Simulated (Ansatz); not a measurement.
# AsH2 (doublet): from Hartree-Fock to the top rungs at distance As1–H3 = 5.152 Å, cc-pVDZ

Aim: climb from Hartree-Fock through coupled cluster and multireference methods for AsH2 (doublet) at one geometry and basis, and see what each rung misses.

Computed with Ansatz 0.2.0, Gaussian basis. Level: cc-pVDZ, core rule «outside noble gas», up to 14 orbitals frozen.

Plan: UHF; CCSD(T) on ROHF; CCSD(T) on UHF; BCCD(T) on ROHF; CISD as a restricted active space (open shells left free, so some higher excitations enter); CCSDT(Q) on ROHF; CCSDT(Q) on UHF; CASSCF and MRCISD+Q, 3 electrons in 3 orbitals; CASSCF and NEVPT2, 3 electrons in 3 orbitals; CASSCF and MRCISD+Q, 7 electrons in 6 orbitals; CASSCF and NEVPT4(SD), 7 electrons in 6 orbitals; CASSCF and NEVPT2, 7 electrons in 6 orbitals; Full CI.

17 further runs of the same task are left out: 13 that didn't finish, 4 set aside as unsound or not needed. Runs told in other sessions of the task aren't counted.

## 1. The geometry

The geometry derives from a PBE0/def2-TZVP stationary point (not a proven minimum). One bond is set to the value named and the two fragments are kept rigid. No spin-orbit coupling is included. The filled d shell of As may be among the frozen orbitals whatever the setting's name suggests.

3 atoms, charge 0, spin multiplicity 2.

Atoms are counted from 1 here; the program's logs count them from 0.

Bond lengths: As1–H2 1.526 Å.

## 2. UHF

The input, in.yaml:

```yaml
crystal:
  periodic: [false, false, false]
  atoms:
    - {symbol: As, position_ang: [0.000000, -0.061483, -0.033794]}
    - {symbol: H, position_ang: [0.000000, 1.011122, -1.119689]}
    - {symbol: H, position_ang: [0.000000, 3.558998, 3.631615]}
basis:
  gaussian: {orbitals: cc-pVDZ}
magnetization: {spin_polarized: true, initial_magnetization: 1}
hamiltonian: {xc: hf}
output: {orbitals: {seedname: orbitals}}
```

Run with:

```console
$ ansatz run in.yaml --threads 1 --pin off --events-out ev --progress --plain --max-ram 2393MiB
```

The runs that follow: CCSD(T) on ROHF; CCSD(T) on UHF; BCCD(T) on ROHF; CISD as a restricted active space (open shells left free, so some higher excitations enter); CCSDT(Q) on ROHF; CCSDT(Q) on UHF; CASSCF and MRCISD+Q, 3 electrons in 3 orbitals; CASSCF and NEVPT2, 3 electrons in 3 orbitals; CASSCF and MRCISD+Q, 7 electrons in 6 orbitals; CASSCF and NEVPT4(SD), 7 electrons in 6 orbitals; CASSCF and NEVPT2, 7 electrons in 6 orbitals; Full CI.

Before running them: what should the planned runs give, taken together? Wanted: FCI from the RHF energy; RMP2 from FCI; UMP2 from FCI; RCCSD from FCI; RCCSD(T) from FCI; UCCSD(T) from FCI; RCCSDT(Q) from FCI; UCCSDT(Q) from FCI; NEVPT2 pair from FCI.

**Answer**, as computed:

| quantity | value |
| --- | --- |
| FCI from the ROHF energy | -4.5699 eV |
| RMP2 from FCI | +1751.6 meV |
| UMP2 from FCI | +599.5 meV |
| RCCSD from FCI | +62.8 meV |
| RCCSD(T) from FCI | -27.8 meV |
| UCCSD(T) from FCI | +4.4 meV |
| RCCSDT(Q) from FCI | -2.3 meV |
| UCCSDT(Q) from FCI | -8.2 meV |
| NEVPT2 pair from FCI | +562.0 meV |
| MRCISD+Q pair from FCI | -30.2 meV |
| NEVPT2 valence from FCI | +515.9 meV |
| levels within 1 kcal/mol (43 meV) | RCCSD(T), UCCSD(T), BCCD(T), RCCSDT, UCCSDT, RCCSDT(Q), UCCSDT(Q), MRCISD+Q pair, NEVPT4(SD) valence, MRCISD+Q valence |
| T1 diagnostic | 0.392 |
| effectively unpaired electrons | 3.03 |

What this shows: RCCSD(T) misses by -27.8 meV, 0.6 % of the correlation energy. CCSD(T) misses by -27.8 meV on the restricted determinant and by +4.4 meV on the unrestricted one; the two need not hold the same state or core. RCCSD(T), UCCSDT, RCCSDT(Q), UCCSDT(Q), MRCISD+Q pair, MRCISD+Q valence fall below full CI: unrestricted runs freeze a spin-polarised core, another one than full CI's, and coupled cluster isn't variational. The occupations show strong static correlation (3.0 unpaired electrons where one determinant has 1). Coupled cluster on one determinant still stays close here. Of the multireference levels listed MRCISD+Q valence comes nearest in total energy (-24.0 meV), which doesn't show that its space is the better one. Coupled cluster took another determinant than the lowest Hartree-Fock one. These misses are within one basis, not against nature; the frozen cores of restricted and unrestricted runs differ, which can shift their rows.

Levels on UHF freeze UHF's core orbitals, full CI those of ROHF, so the U rows can settle a little off it for that reason alone.

With open shells the CI space here admits some higher excitations, so it is larger than plain CISD.
